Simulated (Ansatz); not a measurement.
# YRh2: densities and their differences

Aim: see in YRh2 how the density differs from that of free atoms, which states sit where, how compression changes the bonding charge and how the density follows a moved atom. The geometry is as listed and is not relaxed.

Computed with Ansatz 0.2.0 (DFT PBEsol, scalar-relativistic, plane waves, PAW, unless a step's input says otherwise).

**1. Starting point**

The structure is cubic, space group Fd-3m (No. 227). The conventional cell has a = 7.498 Å, b = 7.498 Å, c = 7.498 Å, α = 90.00°, β = 90.00°, γ = 90.00°. Around Y (site symmetry -43m) lie 12 Rh at 3.11 Å and 4 Y at 3.25 Å. Rh (site symmetry -3m) is surrounded by 6 Rh at 2.65 Å.

Structure file:

```cif
data_structure
_symmetry_space_group_name_H-M 'Fd-3m:1'
_symmetry_Int_Tables_number 227
_cell_length_a 7.4980
_cell_length_b 7.4980
_cell_length_c 7.4980
_cell_angle_alpha 90.000
_cell_angle_beta 90.000
_cell_angle_gamma 90.000
_cell_volume 421.54
loop_
_atom_site_label
_atom_site_type_symbol
_atom_site_symmetry_multiplicity
_atom_site_Wyckoff_symbol
_atom_site_fract_x
_atom_site_fract_y
_atom_site_fract_z
_atom_site_occupancy
Y1 Y 8 b 0.00000 0.00000 0.50000 1
Rh1 Rh 16 c 0.12500 0.12500 0.12500 1
```

The structure comes from the Crystallography Open Database.

**2. The base run**

input.yaml reads:

```yaml
crystal:
  lattice:
    - [0.0, 3.749, 3.749]
    - [3.749, 0.0, 3.749]
    - [3.749, 3.749, 0.0]
  atoms:
    - { symbol: "Y", position: [0.0, 0.0, 0.0] }
    - { symbol: "Y", position: [0.25, 0.25, 0.25] }
    - { symbol: Rh, position: [0.625, 0.625, 0.625] }
    - { symbol: Rh, position: [0.125, 0.625, 0.625] }
    - { symbol: Rh, position: [0.625, 0.625, 0.125] }
    - { symbol: Rh, position: [0.625, 0.125, 0.625] }
basis:
  ecutwfc: 420
  fft_grid_basis: typed
kpoints:
  mp_grid: { grid: [8, 8, 8] }
hamiltonian:
  xc: pbesol
  pseudopotentials: { kind: paw }
scf:
  occupations: { method: gaussian, width: 0.05 }
output:
  forces: true
  stress: true
  eigenvalues: true
  bader: true
  write_density: true
  volumetric_format: npy
  elf: true
```

Started as:

```bash
ansatz run input.yaml --threads 2 --pin off --max-ram 4096MiB --backend cpu --events-out ev --progress --plain --runs-dir out
```

**4. Energy-resolved densities and projections**

The windows are set from the levels of the base run, in eV from its Fermi level.

Edit input.yaml of step 2 so:

```diff
@@ -22,9 +22,27 @@
   occupations: { method: gaussian, width: 0.05 }
+  n_extra_bands: 6
 output:
   forces: true
-  stress: true
+  stress: false
   eigenvalues: true
-  bader: true
-  write_density: true
+  bader: false
+  write_density: false
   volumetric_format: npy
-  elf: true
+  band_densities:
+    - { e_range: [-0.25, 0.25] }
+    - { e_range: [-1.2, 0.0] }
+    - { e_range: [0.0, 1.2] }
+    - { e_range: [-6.78, -4.51] }
+    - { e_range: [-4.51, -2.25] }
+    - { e_range: [-22.54, -21.9] }
+  dos:
+    e_range: [-30, 8]
+    de: 0.02
+    method: { smearing: { sigma: 0.03, scheme: gaussian } }
+    projected: { site_lists: { Rh: [Rh], "Y": ["Y"] } }
+checkpoint:
+  read: start.run
+  write: ck
+  compress: false
+  write_wavefunctions: false
+  write_every: 100000
```

**5. The cell at 85 % of its volume**

Fractional coordinates and the k mesh are kept.

Edit input.yaml of step 2 so:

```diff
@@ -2,5 +2,5 @@
   lattice:
-    - [0.0, 3.749, 3.749]
-    - [3.749, 0.0, 3.749]
-    - [3.749, 3.749, 0.0]
+    - [0.0, 3.5513086212, 3.5513086212]
+    - [3.5513086212, 0.0, 3.5513086212]
+    - [3.5513086212, 3.5513086212, 0.0]
   atoms:
```

**6. Moving Rh4 by 0.15 Å**

The shift is (0.000, 0.000, 0.150) Å; all periodic copies of the atom move with it.

Edit input.yaml of step 2 so:

```diff
@@ -9,3 +9,3 @@
     - { symbol: Rh, position: [0.625, 0.625, 0.625] }
-    - { symbol: Rh, position: [0.125, 0.625, 0.625] }
+    - { symbol: Rh, position: [0.1450053348, 0.6450053348, 0.6049946652] }
     - { symbol: Rh, position: [0.625, 0.625, 0.125] }
@@ -29,2 +29 @@
   volumetric_format: npy
-  elf: true
```

(Steps that only read results are left out.)

**Question.** What will these runs give? Wanted: gap on the mesh; pressure; Bader charges; the states at the Fermi level; at 85 % volume; stiffness against the shift of Rh4.

As calculated:

```
                          quantity                                                  value
                   gap on the mesh                                           none (metal)
                          pressure                                               -3.6 GPa
                     Bader charges                                    Y +1.55, Rh -0.77 e
     the states at the Fermi level                           Rh 4d (75 %) and Y 4d (20 %)
                    at 85 % volume  33.5 GPa, gap none (metal), Bader Y +1.46, Rh -0.73 e
stiffness against the shift of Rh4                                              8.3 eV/Å²
```

Rh–Rh goes from 2.65 to 2.51 Å with the volume, and the deformation density at its midpoint stays at +0.06 e/Å³.
